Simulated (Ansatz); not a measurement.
**C₃H₁₁GeNO₃: small, medium and large basis sets**

An exercise on one series of results from a longer session: the logs are not shown, and one member is left open.

Program: Ansatz 0.2.0, Gaussian basis. Level of theory: one geometry, several basis sets. These are calculated values, not measurements.

The runs, in order: PBE0-D4/def2-SVP; ωB97M-V/def2-SVP; PBE0-D4/def2-QZVPP; ωB97M-V/def2-QZVPP; the functionals' def2-TZVPP values are taken from earlier runs.

## Structure used throughout

An earlier PBE0-D4 in a triple-zeta def2 set relaxation fixed the geometry.

SMILES `C[O][Ge]([NH2])([O]C)[O]C`, 19 atoms, charge 0, spin multiplicity 1.

Atoms are counted from 1 here; the program's logs count them from 0.

Bond lengths: C1–O2 1.412 Å, C1–H9 1.096 Å, C1–H10 1.096 Å, C1–H11 1.092 Å, O2–Ge3 1.765 Å, Ge3–N4 1.809 Å, Ge3–O5 1.762 Å, Ge3–O7 1.754 Å, N4–H12 1.009 Å, N4–H13 1.008 Å, O5–C6 1.410 Å, C6–H14 1.092 Å, C6–H15 1.097 Å, C6–H16 1.098 Å, O7–C8 1.413 Å, C8–H17 1.092 Å, C8–H18 1.095 Å, C8–H19 1.096 Å. Angles: O2–C1–H9 111.9°, O2–C1–H10 111.9°, O2–C1–H11 107.8°, H9–C1–H10 108.1°, H9–C1–H11 108.5°, H10–C1–H11 108.5°, C1–O2–Ge3 119.0°, O2–Ge3–N4 103.3°, O2–Ge3–O5 111.4°, O2–Ge3–O7 112.2°, N4–Ge3–O5 116.8°, N4–Ge3–O7 112.5°, O5–Ge3–O7 101.0°, Ge3–N4–H12 114.5°, Ge3–N4–H13 116.5°, H12–N4–H13 110.7°, Ge3–O5–C6 118.6°, O5–C6–H14 107.8° and more.

The first run:

The input, in.yaml:

```yaml
crystal:
  periodic: [false, false, false]
  atoms:
    - {symbol: C, position_ang: [-0.550296, -1.390623, 1.762362]}
    - {symbol: O, position_ang: [-1.054601, -0.732682, 0.619177]}
    - {symbol: Ge, position_ang: [0.044456, 0.235646, -0.366321]}
    - {symbol: N, position_ang: [-0.981503, 0.726024, -1.773442]}
    - {symbol: O, position_ang: [0.776152, 1.534539, 0.572566]}
    - {symbol: C, position_ang: [-0.069347, 2.470334, 1.202477]}
    - {symbol: O, position_ang: [1.467459, -0.666378, -0.854783]}
    - {symbol: C, position_ang: [1.310250, -1.762896, -1.731496]}
    - {symbol: H, position_ang: [0.253862, -2.090969, 1.510214]}
    - {symbol: H, position_ang: [-0.165085, -0.682848, 2.505419]}
    - {symbol: H, position_ang: [-1.370648, -1.952923, 2.213223]}
    - {symbol: H, position_ang: [-1.974144, 0.708668, -1.592971]}
    - {symbol: H, position_ang: [-0.719812, 1.577380, -2.246396]}
    - {symbol: H, position_ang: [0.562735, 3.219420, 1.684039]}
    - {symbol: H, position_ang: [-0.699737, 2.005164, 1.969906]}
    - {symbol: H, position_ang: [-0.725249, 2.984431, 0.488216]}
    - {symbol: H, position_ang: [2.304816, -2.062701, -2.068054]}
    - {symbol: H, position_ang: [0.706172, -1.505691, -2.608315]}
    - {symbol: H, position_ang: [0.842922, -2.618296, -1.229420]}
basis:
  gaussian: {orbitals: def2-SVP}
hamiltonian: {xc: pbe0, dispersion: d4}
output: {orbitals: {seedname: orbitals}}
```

Command:

```bash
> ansatz run in.yaml --threads 4 --pin off --events-out ev --progress --plain --max-ram 66560MiB --backend cpu
```

Among the steps run: PBE0-D4 in def2-SVP; ωB97M-V in def2-SVP; PBE0-D4 in def2-QZVPP; ωB97M-V in def2-QZVPP.

One table of the session follows, with a row left open; its other results are not shown here.

It belongs to the step «Functionals by basis». 

```
functional       basis  HOMO (eV)  LUMO (eV)
   PBE0-D4    def2-SVP      -7.57       0.77
   PBE0-D4  def2-TZVPP          ?          ?
   PBE0-D4  def2-QZVPP      -7.81       0.04
   ωB97M-V    def2-SVP      -9.98       2.56
   ωB97M-V  def2-TZVPP     -10.18       1.89
   ωB97M-V  def2-QZVPP     -10.23       1.41
```

Estimate the missing values for PBE0-D4, def2-TZVPP.

The run gave: HOMO (eV): -7.76; LUMO (eV): 0.31. In the column «HOMO (eV)» it lies between PBE0-D4, def2-QZVPP (-7.81) and PBE0-D4, def2-SVP (-7.57).
